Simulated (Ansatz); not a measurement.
# C2H3FHfO2: how energies converge with the basis set

One table from this session's results is given with a row withheld; the runs are named, their logs left out.

The runs use Ansatz 0.2.0, Gaussian basis; one geometry, several basis sets.

The runs, in order: PBE0-D4/def2-SVP; ωB97M-V/def2-SVP; PBE0-D4/def2-QZVPP; ωB97M-V/def2-QZVPP; the functionals' def2-TZVPP values are taken from earlier runs.

### The geometry

An earlier PBE0-D4 in a triple-zeta def2 set relaxation fixed the geometry. Hf takes the def2 core potential; no spin-orbit term is included.

SMILES `C#[C][Hf]([OH])([OH])[F]`, 9 atoms, charge 0, spin multiplicity 1.

Atoms are counted from 1 here; the program's logs count them from 0.

Bond lengths: C1–C2 1.214 Å, C1–H7 1.067 Å, C2–Hf3 2.197 Å, Hf3–O4 1.908 Å, Hf3–O5 1.908 Å, Hf3–F6 1.912 Å, O4–H8 0.951 Å, O5–H9 0.951 Å. Angles: C2–C1–H7 180.0°, C1–C2–Hf3 178.9°, C2–Hf3–O4 107.9°, C2–Hf3–O5 107.9°, C2–Hf3–F6 108.8°, O4–Hf3–O5 112.8°, O4–Hf3–F6 109.7°, O5–Hf3–F6 109.7°, Hf3–O4–H8 170.0°, Hf3–O5–H9 169.9°.

The first run:

Input file in.yaml:

```yaml
crystal:
  periodic: [false, false, false]
  atoms:
    - {symbol: C, position_ang: [2.039795, 1.606655, 0.835720]}
    - {symbol: C, position_ang: [1.185835, 0.887210, 0.358937]}
    - {symbol: Hf, position_ang: [-0.337166, -0.414428, -0.541738]}
    - {symbol: O, position_ang: [-0.373502, -2.044766, 0.448030]}
    - {symbol: O, position_ang: [-2.002357, 0.515209, -0.497023]}
    - {symbol: F, position_ang: [0.151407, -0.772829, -2.354864]}
    - {symbol: H, position_ang: [2.790492, 2.238888, 1.254253]}
    - {symbol: H, position_ang: [-0.557133, -2.846132, 0.926436]}
    - {symbol: H, position_ang: [-2.897371, 0.830193, -0.429742]}
basis:
  gaussian: {orbitals: def2-SVP}
hamiltonian: {xc: pbe0, dispersion: d4}
output: {orbitals: {seedname: orbitals}}
```

On the command line:

```bash
$ ansatz run in.yaml --threads 4 --pin off --events-out ev --progress --plain --max-ram 10444MiB
```

Among the steps run: PBE0-D4 in def2-SVP; ωB97M-V in def2-SVP; PBE0-D4 in def2-QZVPP; ωB97M-V in def2-QZVPP.

One of the session's tables, all rows but one given; the rest of the session is left out.

It belongs to the step «Functionals by basis». 

| functional | basis | HOMO (eV) |
| --- | --- | --- |
| PBE0-D4 | def2-SVP | -7.88 |
| PBE0-D4 | def2-TZVPP | -7.96 |
| PBE0-D4 | def2-QZVPP | -7.99 |
| ωB97M-V | def2-SVP | ? |
| ωB97M-V | def2-TZVPP | -10.20 |
| ωB97M-V | def2-QZVPP | -10.23 |

Estimate the missing values for ωB97M-V, def2-SVP.

The run gave: HOMO (eV): -10.11. In the column «HOMO (eV)» it lies between ωB97M-V, def2-TZVPP (-10.20) and PBE0-D4, def2-QZVPP (-7.99).
